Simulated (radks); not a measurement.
# Fractional charge and spin in the 5p shell of holmium

Aim: the energy as the spin-up occupation of 5p runs from 2 to 3 and the spin-down one from 2 to 3, against the two flat planes that join the four corners. Added charge counts from the emptiest corner (up 2, down 2).

The numbers are computed with radks (a radial shooting solver on a logarithmic mesh, Libxc functionals) version 1 (scalar-relativistic Kohn-Sham, SCAN, spin-polarised, spherical densities, finite nucleus), except any that are marked as measured or tabulated.

## Step 1: The atom as given

- element: holmium (Z = 67)
- configuration: [Kr] 4d10 4f(up 5, down 5) 5s2 5p(up 3, down 3)
- nuclear rms radius: 5.2022 fm

A shell typed twice in an input gives spin up, then spin down.

## Step 2: 5p: up 3, down 3

The run's settings:

```text
Z 67
configuration [Kr] 4d10 4f5 4f5 5s2 5p3 5p3
relativity scalar-relativistic
functional scan,scan
spin polarised
nucleus finite rms 5.2022 fm
c 137.035999084
```

Started as:

```
$ python run_ks.py task.json out
```

The same process makes all the runs of this session.

## Step 3: 5p: up 3, down 2.75

The run's settings:

```text
Z 67
configuration [Kr] 4d10 4f5 4f5 5s2 5p3 5p2.75
relativity scalar-relativistic
functional scan,scan
spin polarised
nucleus finite rms 5.2022 fm
c 137.035999084
```

## Step 4: 5p: up 3, down 2.5

The run's settings:

```text
Z 67
configuration [Kr] 4d10 4f5 4f5 5s2 5p3 5p2.5
relativity scalar-relativistic
functional scan,scan
spin polarised
nucleus finite rms 5.2022 fm
c 137.035999084
```

## Step 5: 5p: up 3, down 2.25

The run's settings:

```text
Z 67
configuration [Kr] 4d10 4f5 4f5 5s2 5p3 5p2.25
relativity scalar-relativistic
functional scan,scan
spin polarised
nucleus finite rms 5.2022 fm
c 137.035999084
```

## Step 6: 5p: up 3, down 2

The run's settings:

```text
Z 67
configuration [Kr] 4d10 4f5 4f5 5s2 5p3 5p2
relativity scalar-relativistic
functional scan,scan
spin polarised
nucleus finite rms 5.2022 fm
c 137.035999084
```

## Step 7: 5p: up 2.75, down 2.75

The run's settings:

```text
Z 67
configuration [Kr] 4d10 4f5 4f5 5s2 5p2.75 5p2.75
relativity scalar-relativistic
functional scan,scan
spin polarised
nucleus finite rms 5.2022 fm
c 137.035999084
```

## Step 8: 5p: up 2.75, down 2.5

The run's settings:

```text
Z 67
configuration [Kr] 4d10 4f5 4f5 5s2 5p2.75 5p2.5
relativity scalar-relativistic
functional scan,scan
spin polarised
nucleus finite rms 5.2022 fm
c 137.035999084
```

## Step 9: 5p: up 2.75, down 2.25

The run's settings:

```text
Z 67
configuration [Kr] 4d10 4f5 4f5 5s2 5p2.75 5p2.25
relativity scalar-relativistic
functional scan,scan
spin polarised
nucleus finite rms 5.2022 fm
c 137.035999084
```

## Step 10: 5p: up 2.75, down 2

The run's settings:

```text
Z 67
configuration [Kr] 4d10 4f5 4f5 5s2 5p2.75 5p2
relativity scalar-relativistic
functional scan,scan
spin polarised
nucleus finite rms 5.2022 fm
c 137.035999084
```

## Step 11: 5p: up 2.5, down 2.5

The run's settings:

```text
Z 67
configuration [Kr] 4d10 4f5 4f5 5s2 5p2.5 5p2.5
relativity scalar-relativistic
functional scan,scan
spin polarised
nucleus finite rms 5.2022 fm
c 137.035999084
```

## Step 12: 5p: up 2.5, down 2.25

The run's settings:

```text
Z 67
configuration [Kr] 4d10 4f5 4f5 5s2 5p2.5 5p2.25
relativity scalar-relativistic
functional scan,scan
spin polarised
nucleus finite rms 5.2022 fm
c 137.035999084
```

## Step 13: 5p: up 2.5, down 2

The run's settings:

```text
Z 67
configuration [Kr] 4d10 4f5 4f5 5s2 5p2.5 5p2
relativity scalar-relativistic
functional scan,scan
spin polarised
nucleus finite rms 5.2022 fm
c 137.035999084
```

## Step 14: 5p: up 2.25, down 2.25

The run's settings:

```text
Z 67
configuration [Kr] 4d10 4f5 4f5 5s2 5p2.25 5p2.25
relativity scalar-relativistic
functional scan,scan
spin polarised
nucleus finite rms 5.2022 fm
c 137.035999084
```

## Step 15: 5p: up 2.25, down 2

The run's settings:

```text
Z 67
configuration [Kr] 4d10 4f5 4f5 5s2 5p2.25 5p2
relativity scalar-relativistic
functional scan,scan
spin polarised
nucleus finite rms 5.2022 fm
c 137.035999084
```

## Step 16: 5p: up 2, down 2

The run's settings:

```text
Z 67
configuration [Kr] 4d10 4f5 4f5 5s2 5p2 5p2
relativity scalar-relativistic
functional scan,scan
spin polarised
nucleus finite rms 5.2022 fm
c 137.035999084
```

**Question.** What will these runs give? Wanted: for each run, down \ up; 2; 2.25; 2.5; 2.75; 3.

The runs gave:

| down \ up | 2 | 2.25 | 2.5 | 2.75 | 3 |
| --- | --- | --- | --- | --- | --- |
| 2 | 0.000 | -1.329 | -1.741 | -1.294 | 0.000 |
| 2.25 | -1.329 | -1.682 | -1.122 | 0.294 | -1.289 |
| 2.5 | -1.741 | -1.122 | 0.407 | -1.053 | -1.692 |
| 2.75 | -1.294 | 0.294 | -1.053 | -1.564 | -1.243 |
| 3 | 0.000 | -1.289 | -1.692 | -1.243 | 0.000 |

What this shows: The table gives the energy in eV minus the planes, whose edge runs along up + down = one added electron; mirror points follow by spin symmetry. With half an added electron in each spin it lies 0.41 eV above the planes. With half an electron added in spin up alone it lies 1.74 eV below them. The planes are only a guide here: the condition holds for ground states with one frontier orbital, and this shell is degenerate.
